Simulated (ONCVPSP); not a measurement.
# An ONCV potential for Ni, from input to tests

Do these settings give a usable potential? It is generated, then checked for transferability, scattering, ghosts and hardness.

The numbers are computed with ONCVPSP 4.0.1.1 (patched build) (PBE, scalar-relativistic, spin-unpolarised reference atom).

## (1) The atom and the settings

The settings as typed:

- element: nickel (Ni, Z = 28)
- type: optimised norm-conserving Vanderbilt (ONCV)
- frozen core: [Ar]
- valence charge: 10
- reference configuration: 3d8 4s2
- partial waves: 4s: rc 2.45 bohr, ncon 3, nbas 7, qcut 2.3 1/bohr, 1 projector; p scattering state at 0.14 Ha: rc 2.35 bohr, ncon 4, nbas 8, qcut 3.3 1/bohr, 3 projectors, debl 0.5 Ha; 3d: rc 1.00 bohr, ncon 4, nbas 8, qcut 12.9 1/bohr, 2 projectors, debl 0.7 Ha; f scattering state at 0.37 Ha: rc 2.45 bohr, ncon 4, nbas 8, qcut 4 1/bohr, 3 projectors, debl 3.9 Ha
- local potential: polynomial inside 0.75 bohr (lpopt 5, dvloc0 0 Ha)
- core correction: Teter function, fcfact 1.75, rcfact 1.5

The nodes and maxima of the atom's own shells, from an earlier all-electron run, set the scale for the radii.

All-electron outer shells of the reference configuration (PBE, scalar-relativistic, ld1.x):

```tsv
shell	level (eV)	outermost node (bohr)	outermost maximum (bohr)
3p	-71.39	0.27	0.65
3d	-8.87	–	0.63
4s	-5.64	0.92	2.24
4p	-1.22	1.00	3.17
```

## (2) Generating the potential

The input, Ni.dat:

```
# ATOM AND REFERENCE CONFIGURATION
# atsym  z   nc   nv     iexc    psfile
  Ni 28.00    5    2        4      upf
#
#   n    l    f
    1    0    2.00
    2    0    2.00
    2    1    6.00
    3    0    2.00
    3    1    6.00
    3    2    8.00
    4    0    2.00
#
# PSEUDOPOTENTIAL AND OPTIMIZATION
# lmax
    3
#
#   l,   rc,      ep,       ncon, nbas, qcut
    0    2.45    0.00    3    7    2.30
    1    2.35    0.14    4    8    3.30
    2    1.00    0.00    4    8   12.90
    3    2.45    0.37    4    8    4.00
#
# LOCAL POTENTIAL
# lloc, lpopt,  rc(5),   dvloc0
    4    5    0.75    0.00
#
# VANDERBILT-KLEINMAN-BYLANDER PROJECTORs
# l, nproj, debl
    0    1    1.60
    1    3    0.50
    2    2    0.70
    3    3    3.90
#
# MODEL CORE CHARGE
# icmod, fcfact, rcfact
    3    1.75    1.50
#
# LOG DERIVATIVE ANALYSIS
# epsh1, epsh2, depsh
   -2.00    5.00    0.02
#
# OUTPUT GRID
# rlmax, drl
    6.00    0.01
#
# TEST CONFIGURATIONS
# ncnf
    4
# nvcnf
#   n    l    f
    2
    3    2    8.00
    4    0    1.00
#
    2
    3    2    8.00
    4    0    0.00
#
    2
    3    2    7.00
    4    0    0.00
#
    3
    3    2    8.00
    4    0    0.00
    4    1    2.00
#
```

On the command line:

```bash
$ oncvpsp.x < Ni.dat > Ni.out
```

**Question.** What will these runs give? Wanted: cutoffs for 1 and 0.1 mHa per electron, occupied waves; bound ghosts; GHOST(+) flags; largest test error; largest phase difference near zero energy, channels read; rms error of d²Exc/dn², without and with the model core; projector energies reset by the program.

As calculated:

| quantity | value |
| --- | --- |
| cutoffs for 1 and 0.1 mHa per electron, occupied waves | 78 Ha and 162 Ha |
| bound ghosts | s at -218.61 eV, p at -2090.54 eV |
| GHOST(+) flags | p at 23 eV |
| largest test error (AE − PS) | -395 meV, for 3d7 4s0 |
| largest phase difference near zero energy, channels read | 0.021 rad |
| rms error of d²Exc/dn², without and with the model core | 9.87 and 6.41 mHa |
| projector energies reset by the program | p: 0.050, 0.550, 1.050 Ha |

It has a bound ghost (s, p), a state that the atom doesn't have, and that rules the file out. The worst unpolarised test, 3d7 4s0, is off by 395 meV on 64.1 eV; by total energies transferability rates as poor. That test lies far up in energy; among those under 40 eV, nearer to bonding, the largest error is 58 meV. It counts as very hard, with 78 Ha needed at the looser tolerance. At the looser tolerance the 3d wave is the slowest; 4s needs 6 Ha. Near zero energy the phases of the channels with partial waves agree within 0.021 rad. The pseudo curves have poles with no partner nearby in the atom's: s at 2.12 Ha, p at 0.84 Ha. At positive energy that is a spurious or a displaced resonance. The program also flags highly localised states, GHOST(+) (p). These are tests on the free atom; a crystal test is still owed.
